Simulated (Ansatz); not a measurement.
# CH7GeNSi: the cost of one run

All numbers below are computed with Ansatz 0.2.0 (RKS revPBE-D4/def2-mTZVP).

### Step 1. The starting structure

Bond lengths: C1–Si2 1.829 Å, Si2–N3 1.773 Å, C1–Ge4 1.961 Å, N3–Ge4 1.851 Å, C1–H5 1.168 Å, C1–H6 1.092 Å, Si2–H7 1.459 Å, Si2–H8 1.472 Å, N3–H9 1.050 Å, Ge4–H10 1.522 Å, Ge4–H11 1.510 Å. Angles (14 of 21 angles, heavy atoms first): C1–Si2–N3 88.1°, Si2–C1–Ge4 92.1°, Si2–N3–Ge4 97.7°, C1–Ge4–N3 82.1°, C1–Si2–H7 112.4°, C1–Si2–H8 113.8°, N3–Si2–H7 110.7°, N3–Si2–H8 109.5°, Si2–C1–H5 112.0°, Si2–C1–H6 115.2°, Ge4–C1–H5 111.5°, Ge4–C1–H6 116.2°, Si2–N3–H9 107.7°, Ge4–N3–H9 108.9°.

As a file:

```xyz
11

C    -0.9185    0.1368   -0.5898
Si   -0.5960   -0.1147    1.1934
N     1.1376   -0.0664    0.8252
Ge    0.9976    0.2498   -0.9930
H    -1.4603    1.1509   -0.7978
H    -1.4675   -0.6693   -1.0812
H    -0.9894   -1.4442    1.6474
H    -0.9536    1.0423    2.0295
H     1.5232   -1.0311    0.9742
H     1.3993   -0.9673   -1.8140
H     1.3931    1.6563   -1.3733
```

### Step 2. End point A

File input.yaml:

```yaml
crystal:
  periodic: [false, false, false]
  atoms:
    - { symbol: C, position_ang: [-0.9185, 0.1368, -0.5898] }
    - { symbol: Si, position_ang: [-0.596, -0.1147, 1.1934] }
    - { symbol: "N", position_ang: [1.1376, -0.0664, 0.8252] }
    - { symbol: Ge, position_ang: [0.9976, 0.2498, -0.993] }
    - { symbol: H, position_ang: [-1.4603, 1.1509, -0.7978] }
    - { symbol: H, position_ang: [-1.4675, -0.6693, -1.0812] }
    - { symbol: H, position_ang: [-0.9894, -1.4442, 1.6474] }
    - { symbol: H, position_ang: [-0.9536, 1.0423, 2.0295] }
    - { symbol: H, position_ang: [1.5232, -1.0311, 0.9742] }
    - { symbol: H, position_ang: [1.3993, -0.9673, -1.814] }
    - { symbol: H, position_ang: [1.3931, 1.6563, -1.3733] }
basis:
  gaussian: { orbitals: def2-mTZVP }
hamiltonian:
  xc: revpbe
  dispersion: d4
relax:
  f_tol: 0.02
  max_steps: 50
```

Command:

```sh
ansatz run input.yaml --threads 2 --pin off --max-ram 3072MiB --backend cpu --events-out ev --progress --plain --runs-dir out
```

**Question.** How long does this run take on 2 threads of AMD EPYC 9R45 (Zen 5), shared host, and how much memory does it need?

About 10 s, with a peak of 0.19 GiB.
